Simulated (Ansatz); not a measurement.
# Zr4F: further runs on a relaxed guess

Aim: for this structure of Zr4F, see whether it has a gap, which orbitals make up the states near it and how charge is shared.

Computed with Ansatz 0.2.0 (DFT PBE, scalar-relativistic, plane waves, PAW, unless a step's input says otherwise).

1 further run of the same task is left out (set aside as unsound or not needed). Runs told in other sessions of the task aren't counted.

### 1 The starting structure

It takes space group I4/mmm (No. 139, tetragonal). Conventional cell: a = 6.172 Å, b = 6.172 Å, c = 5.915 Å, α = 90.00°, β = 90.00°, γ = 90.00°. Zr (site symmetry m2m) has 1 F at 2.22 Å in its first shell of neighbours. F (site symmetry 4/mmm) has 4 Zr at 2.22 Å in its first shell of neighbours.

As a file:

```xyz
5
Lattice="-3.0861 3.0861 2.9574 3.0861 -3.0861 2.9574 3.0861 3.0861 -2.9574" Properties=species:S:1:pos:R:3 pbc="T T T"
Zr    1.5162    1.5162    0.0000
Zr    1.5699    1.5699    2.9574
Zr    1.5699   -1.5699    2.9574
Zr   -1.5699    1.5699    2.9574
F     0.0000    0.0000    2.9574
```

It is the end of an earlier relaxation with the same method, from a generated guess; it is a trial structure. At a tolerance of 0.05 Å it has space group I4/mmm (No. 139); it has 22.53 Å³/atom, an uncorrected energy of +0.08 eV/atom over the elements.

### 2 Electronic structure at the relaxed geometry

The input, input.yaml:

```yaml
crystal:
  lattice:
    - [-3.0860733403, 3.0860733403, 2.9573739964]
    - [3.0860733403, -3.0860733403, 2.9573739964]
    - [3.0860733403, 3.0860733403, -2.9573739964]
  atoms:
    - { symbol: Zr, position: [0.2456493227, 0.2456493227, 0.4912986454] }
    - { symbol: Zr, position: [0.7543506773, 0.7543506773, 0.5087013546] }
    - { symbol: Zr, position: [0.2456493227, 0.7543506773, 0.0] }
    - { symbol: Zr, position: [0.7543506773, 0.2456493227, 0.0] }
    - { symbol: F, position: [0.5, 0.5, 0.0] }
basis:
  ecutwfc: 420
kpoints:
  mp_grid: { grid: [10, 10, 10] }
  band_path:
    path:
      - [[0.0, 0.0, 0.0], [0.0, 0.0, 0.5], [-0.5, 0.5, 0.5], [0.0, 0.0, 0.0], [0.47958316, 0.47958316, -0.47958316]]
      - [[-0.47958316, 0.52041684, 0.47958316], [-0.5, 0.5, 0.5]]
      - [[0.0, 0.0, 0.5], [0.25, 0.25, 0.25], [0.0, 0.5, 0.0], [0.0, 0.0, 0.0]]
    npoints: 14
hamiltonian:
  xc: pbe
scf:
  occupations: { method: gaussian, width: 0.1 }
  n_extra_bands: 12
output:
  forces: true
  stress: true
  eigenvalues: true
  populations: true
  dos: { projected: true, de: 0.02, nscf_kmesh: { grid: [12, 12, 12] } }
  bader: true
```

Command:

```bash
ansatz run input.yaml --threads 1 --pin off --max-ram 2560MiB --backend cpu --events-out ev --progress --plain --runs-dir out
```

What does the calculation give? Wanted: gap; states at the Fermi level; Bader charges.

**Answer**, as computed:

| quantity | value |
| --- | --- |
| gap | none (metal) |
| states at the Fermi level | 8.58 per eV per cell |
| Bader charges | Zr +0.22, F -0.90 e |

**Reading.** There is no gap at this level. Of the projected weight within 0.25 eV of the Fermi level, the largest part is Zr 4d (92 %). Bader charges go up to 0.9 e. The final runs have no spin polarisation, so a magnetic state may lie lower.
